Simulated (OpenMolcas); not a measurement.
**BBr2Cl (dibromo(chloro)borane): O3LYP/aug-pcseg-2 (RICD fitting)**

What is the vertical ionisation energy of BBr2Cl (dibromo(chloro)borane) at O3LYP/aug-pcseg-2 (RICD fitting)? 

The results are computed with OpenMolcas 26.06.

### 1 The structure to begin with

BBr2Cl: 4 atoms, total charge 0, spin state singlet. SMILES: `ClB(Br)Br`. Geometry: relaxed at GFN2-xTB.

Bond lengths: Cl1–B2 1.723 Å, B2–Br3 1.879 Å, B2–Br4 1.879 Å. Angles: Cl1–B2–Br3 120.9°, Cl1–B2–Br4 120.9°, Br3–B2–Br4 118.2°.

### 2 A single-point energy at O3LYP/aug-pcseg-2 (RICD fitting)

The input, job.input:

```
* BBr2Cl Kohn-Sham DFT
>>> EXPORT MOLCAS_PRINT=2

&gateway
 baslib
 $CurrDir
 coord
 4
 angstrom
 Cl      -0.200560      -1.646540       0.631150
 B       -0.014330      -0.043980       0.026350
 Br       1.264040       1.121500       0.759730
 Br      -1.049150       0.569030      -1.417240
 basis
 aug-pcseg-2
 group
 NoSym
 ricd

&seward

&scf
 ksdft
 O3LYP
 prorbitals
 0
```

The basis set aug-pcseg-2 is read from a file made from the Basis Set Exchange's data (not shown).

Launch:

```console
$ export MOLCAS_MEM=1860
$ pymolcas job.input > job.log
```

Output (excerpt; [...] marks lines left out):

```text
--- Start Module: gateway ---
[...]
--- Stop Module: gateway /rc=_RC_ALL_IS_WELL_ ---
[...]
--- Start Module: seward ---
[...]
      Basis functions          214
[...]
--- Stop Module: seward /rc=_RC_ALL_IS_WELL_ ---
[...]
--- Start Module: scf ---
[...]
       Convergence after  11 Iterations
[...]
::    Total KS-DFT energy                           -5634.6797760205
[...]
      Total spin, S                                     0.0000000000
[...]
      Total electronic charge=   92.000000
      Total            charge=   -0.000000
[...]
      Dipole Moment (debye):
      Origin of the operator (angstrom)=    0.0480    0.3697   -0.1449
                   X= -2.9676E-03               Y=  1.8213E-02               Z= -1.3942E-03           Total=  1.8505E-02
      Quadrupole Moment (debye*angstrom):
[...]
--- Stop Module: scf /rc=_RC_ALL_IS_WELL_ ---
[...]
```

Run time: 51 s. Hardware: 1 thread of Arm Neoverse V1, shared host; peak memory 0.32 GiB.

### 3 The doublet cation at the same level

The input, job.inp:

```
&GATEWAY
 BasLib
 $CurrDir
 Coord
 4
 angstrom
 Cl      -0.200560      -1.646540       0.631150
 B       -0.014330      -0.043980       0.026350
 Br       1.264040       1.121500       0.759730
 Br      -1.049150       0.569030      -1.417240
 Basis
 aug-pcseg-2
 Group
 NoSym
 RICD

&SEWARD

&SCF
 UHF
 Charge
 1
 Spin
 2
 KSDFT
 O3LYP
 PrOrbitals
 0
```

The basis set aug-pcseg-2 is read from a file made from the Basis Set Exchange's data (not shown).

Launch:

```console
$ export MOLCAS_MEM=1860
$ pymolcas job.inp > job.log
```

Output (excerpt; [...] marks lines left out):

```text
--- Start Module: gateway ---
[...]
--- Stop Module: gateway /rc=_RC_ALL_IS_WELL_ ---
[...]
--- Start Module: seward ---
[...]
      Basis functions          214
[...]
--- Stop Module: seward /rc=_RC_ALL_IS_WELL_ ---
[...]
--- Start Module: scf ---
[...]
       Convergence after  21 Iterations
[...]
::    Total KS-DFT energy                           -5634.3033320919
[...]
      Total spin, S                                     0.5016118229
[...]
      Total electronic charge=   91.000000
      Total            charge=    1.000000
[...]
      Dipole Moment (debye):
      Origin of the operator (angstrom)=    0.0480    0.3697   -0.1449
                   X= -5.0560E-02               Y= -3.4158E-01               Z=  1.4069E-01           Total=  3.7287E-01
      Center of Charge (angstrom)
[...]
--- Stop Module: scf /rc=_RC_ALL_IS_WELL_ ---
[...]
```

Run time: 2.6 min. Hardware: 1 thread of Arm Neoverse V1, shared host; peak memory 0.33 GiB.

### 4 What came out

At O3LYP/aug-pcseg-2 (RICD fitting):

| quantity | value |
| --- | --- |
| singlet BBr2Cl: total energy | -5634.67978 Eh |
| singlet BBr2Cl: dipole moment | 0.02 D |
| singlet BBr2Cl: HOMO energy | -7.70 eV |
| singlet BBr2Cl: LUMO energy | -2.31 eV |
| singlet BBr2Cl: HOMO–LUMO gap | 5.39 eV |
| doublet cation: total energy | -5634.30333 Eh |
| doublet cation: HOMO energy (highest over α and β) | -14.23 eV |
| doublet cation: LUMO energy (lowest over α and β) | -12.79 eV |
| doublet cation: ⟨S²⟩ | 0.753 |
| vertical ionisation energy (to the doublet cation) | 10.244 eV |

**Reading.** The vertical ionisation energy comes to 10.24 eV (988 kJ/mol). The negative HOMO energy of the first species, 7.70 eV, lies 2.54 eV below that difference. Mulliken charges (singlet BBr2Cl) run from -0.64 on Br4 to +1.60 on B2; in a basis this large or diffuse they mean little. Mulliken charges (doublet cation) run from -0.30 on Br4 to +1.69 on B2; in a basis this large or diffuse they mean little.
